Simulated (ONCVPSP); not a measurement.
# Pseudopotential generation for O: ONCV, Wu-Cohen

Task: generate the file, and judge it by its errors in other configurations, its logarithmic derivatives, its ghosts and its cutoff.

The numbers are computed with ONCVPSP 4.0.1 (Wu-Cohen, scalar-relativistic, spin-unpolarised reference atom).

## 1. Starting point

The settings as typed:

```
element                 : oxygen (O, Z = 8)
type                    : optimised norm-conserving Vanderbilt (ONCV)
frozen core             : [He]
valence charge          : 6
reference configuration : 2s1.5 2p4.5
partial waves           : 2s: rc 0.65 bohr, ncon 4, nbas 8, qcut 10.4 1/bohr, 3 projectors, debl 2.4 Ha; 2p: rc 2.15 bohr, ncon 4, nbas 7, qcut 7.9 1/bohr, 3 projectors, debl 0.8 Ha; d scattering state at 0.2 Ha: rc 2.05 bohr, ncon 3, nbas 8, qcut 5 1/bohr, 3 projectors, debl 3.6 Ha
local potential         : polynomial inside 0.50 bohr (lpopt 5, dvloc0 0 Ha)
core correction         : Teter function, fcfact 4.75, rcfact 1
```

## 2. Generating the potential

Contents of O.dat:

```
# ATOM AND REFERENCE CONFIGURATION
# atsym  z   nc   nv     iexc    psfile
  O 8.00    1    2  -118130      upf
#
#   n    l    f
    1    0    2.00
    2    0    1.50
    2    1    4.50
#
# PSEUDOPOTENTIAL AND OPTIMIZATION
# lmax
    2
#
#   l,   rc,      ep,       ncon, nbas, qcut
    0    0.65    0.00    4    8   10.40
    1    2.15    0.00    4    7    7.90
    2    2.05    0.20    3    8    5.00
#
# LOCAL POTENTIAL
# lloc, lpopt,  rc(5),   dvloc0
    4    5    0.50    0.00
#
# VANDERBILT-KLEINMAN-BYLANDER PROJECTORs
# l, nproj, debl
    0    3    2.40
    1    3    0.80
    2    3    3.60
#
# MODEL CORE CHARGE
# icmod, fcfact, rcfact
    3    4.75    1.00
#
# LOG DERIVATIVE ANALYSIS
# epsh1, epsh2, depsh
   -2.00    5.00    0.02
#
# OUTPUT GRID
# rlmax, drl
    6.00    0.01
#
# TEST CONFIGURATIONS
# ncnf
    4
# nvcnf
#   n    l    f
    2
    2    0    2.00
    2    1    4.00
#
    2
    2    0    2.00
    2    1    3.00
#
    2
    2    0    2.00
    2    1    2.00
#
    2
    2    0    1.00
    2    1    5.00
#
```

On the command line:

```
oncvpsp.x < O.dat > O.out
```

Before running it: what results should come out? Wanted: cutoffs for 1 and 0.1 mHa per electron, occupied waves; bound ghosts; GHOST(+) flags; largest test error; largest phase difference near zero energy, channels read; rms error of d²Exc/dn², without and with the model core.

**Answer**, as computed:

| quantity | value |
| --- | --- |
| cutoffs for 1 and 0.1 mHa per electron, occupied waves | 42 Ha and 321 Ha |
| bound ghosts | s at -482.87 eV |
| GHOST(+) flags | s at 2697 eV, s at 6005 eV, s at 10596 eV |
| largest test error (AE − PS) | +1034 meV, for 2s2 2p2 |
| largest phase difference near zero energy, channels read | 0.000 rad |
| rms error of d²Exc/dn², without and with the model core | 1.26 and 1.25 mHa |

What this shows: It has a bound ghost (s), a state that the atom doesn't have, and that rules the file out. The worst unpolarised test, 2s2 2p2, is off by 1034 meV on 42.6 eV; by total energies transferability rates as poor. It counts as hard, with 42 Ha needed at the looser tolerance. The tighter tolerance needs 321 Ha, and converged work needs a cutoff nearer that. At the looser tolerance the 2s wave is the slowest; 2p needs 19 Ha. Near zero energy the phases of the channels with partial waves agree within 0.001 rad. The program also flags highly localised states, GHOST(+) (s). All of this concerns the isolated atom, not yet a solid.
